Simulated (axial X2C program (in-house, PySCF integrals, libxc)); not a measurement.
**SbSi⁻: properties at the nuclei**

Wanted for SbSi⁻: properties at the nuclei, at the two-component level.

Method: two-component X2C with atomic mean-field terms, Sb dyall-acv3z, Si dyall-av3z; program: an in-house X2C program for linear molecules on PySCF integrals.

All values are calculated.

### 1 The job

Input file task.json:

```json
{"zs": [51, 14], "q": -1, "bas": ["dyall-acv3z", "dyall-av3z"], "r0": 2.56, "levels": ["PBE0", "HF", "PBE", "TPSSh", "BP86"], "nst": 3}
```

Keys: zs atomic numbers; q charge; bas basis sets; r0 starting distance in Å; levels methods (HF also brings MP2); nst determinants followed.

Command:

```sh
$ python soeom.py task.json out
```

Nuclei are Gaussian, cores are contracted, and the Gaunt term is on.

### 2 Expectation values, lowest determinant

R = 2.309 Å. State: Ω = 0 (closed shell).

Output of the PBE0 run:

```text
two-component X2C + atomic mean field  PBE0
basis functions 202  fitting functions 1054  grid points 5081
iter        total energy     max residual
   1      -6767.772928807     6.31e-06
   2      -6767.772928807     5.57e-06
converged
one-electron -9635.86104161  Coulomb 2900.97070128  exact exchange -47.43182703  xc functional -145.27327605  nuclear repulsion 163.63470273  atomic mean-field constant -3.81218813
```

The highest occupied spinor is 51% Sb p, 39% Si p, 4% Si d.

```
level  qzz Sb (a.u.)  qzz Si (a.u.)
 PBE0          -3.51          -1.25
   HF          -3.84          -1.56
  PBE          -3.34          -1.15
TPSSh          -3.32          -1.20
 BP86          -3.32          -1.16
```

Eeff is the effective electric field on the electron dipole moment in this Ω state and Ws the scalar–pseudoscalar constant (defined with the proton number Z and per Ω); A∥ is the parallel hyperfine constant, which follows by multiplying with the nuclear g factor gI = μI/(I μN); qzz is the electric field gradient, eQq0 = 234.96 MHz × Q/barn × qzz. The operators were transformed with the bare-nucleus X2C matrices.

### 3 Expectation values, a higher determinant

R = 2.309 Å. State: Ω = 1 (excess of +ω over −ω: ω = -1/2, ω = 3/2), 1.83 eV above the lowest in the PBE0 search for states (made at or near this distance, with looser thresholds).

Output of the PBE0 run:

```text
two-component X2C + atomic mean field  PBE0
basis functions 202  fitting functions 1054  grid points 5081
iter        total energy     max residual
   1      -6767.705832337     3.73e-05
   2      -6767.705832338     6.38e-06
converged
one-electron -9635.11973399  Coulomb 2900.32121011  exact exchange -47.44381848  xc functional -145.28600459  nuclear repulsion 163.63470273  atomic mean-field constant -3.81218813
```

The highest occupied spinor is 41% Si p, 21% Sb p, 18% Sb d.

```
level  Eeff magnitude (GV/cm)  Ws magnitude Sb (kHz)  A∥/gI Sb (MHz)  qzz Sb (a.u.)  A∥/gI Si (MHz)  qzz Si (a.u.)
 PBE0                   0.361                  0.214           -61.1          -3.91            -133          -1.01
   HF                     1.2                  0.702           -9.89          -4.08            -144          -1.19
  PBE                   0.165                 0.0958           -62.6          -3.88            -122          -0.97
TPSSh                   0.347                  0.202           -39.9          -3.82            -105          -0.96
 BP86                   0.167                 0.0983           -41.9          -3.85            -113          -0.97
```

### 4 Expectation values, a higher determinant

R = 2.309 Å. State: Ω = 3 (excess of +ω over −ω: 2 × ω = 3/2), 1.95 eV above the lowest in the PBE0 search for states (made at or near this distance, with looser thresholds).

Output of the PBE0 run:

```text
two-component X2C + atomic mean field  PBE0
basis functions 202  fitting functions 1054  grid points 5081
iter        total energy     max residual
   1      -6767.701340340     2.20e-05
   2      -6767.701340343     2.52e-05
   3      -6767.701340351     1.07e-05
   4      -6767.701340353     6.13e-06
converged
one-electron -9635.01235089  Coulomb 2900.21436309  exact exchange -47.44288715  xc functional -145.28297999  nuclear repulsion 163.63470273  atomic mean-field constant -3.81218813
```

The highest occupied spinor is 36% Si p, 25% Sb p, 18% Sb d.

```
level  Eeff magnitude (GV/cm)  Ws magnitude Sb (kHz)  A∥/gI Sb (MHz)  qzz Sb (a.u.)  A∥/gI Si (MHz)  qzz Si (a.u.)
 PBE0                    0.69                  0.131             185          -4.01            38.3          -1.06
   HF                   0.075                0.00826             129          -3.88            36.7          -1.22
  PBE                   0.534                 0.0994             191          -4.02            36.1          -1.01
TPSSh                   0.703                  0.133             199          -3.93            44.3          -1.01
 BP86                   0.524                  0.098             200          -3.99            40.3          -1.01
```

### 5 Summary of results

| quantity | value |
| --- | --- |
| lowest determinant | Ω = 0 (closed shell) |
| qzz Sb (a.u.), PBE0 | -3.51 |
| qzz Si (a.u.), PBE0 | -1.25 |
| higher determinant | Ω = 1 (excess of +ω over −ω: ω = -1/2, ω = 3/2) |
| Eeff magnitude (GV/cm), PBE0, higher determinant | 0.361 |
| Ws magnitude Sb (kHz), PBE0, higher determinant | 0.214 |
| A∥/gI Sb (MHz), PBE0, higher determinant | -61.1 |
| qzz Sb (a.u.), PBE0, higher determinant | -3.91 |
| higher determinant | Ω = 3 (excess of +ω over −ω: 2 × ω = 3/2) |
| Eeff magnitude (GV/cm), PBE0, higher determinant | 0.69 |
| Ws magnitude Sb (kHz), PBE0, higher determinant | 0.131 |
| A∥/gI Sb (MHz), PBE0, higher determinant | 185 |
| qzz Sb (a.u.), PBE0, higher determinant | -4.01 |

What this shows: The expectation values come from single determinants, which for open shells can mix terms of unlike spin or miss the lowest Ω, so a determinant need not be a state. Eeff is the effective electric field on the electron dipole moment in this Ω state and Ws the scalar–pseudoscalar constant (defined with the proton number Z and per Ω); A∥ is the parallel hyperfine constant, which follows by multiplying with the nuclear g factor gI = μI/(I μN); qzz is the electric field gradient, eQq0 = 234.96 MHz × Q/barn × qzz. The operators were transformed with the bare-nucleus X2C matrices.
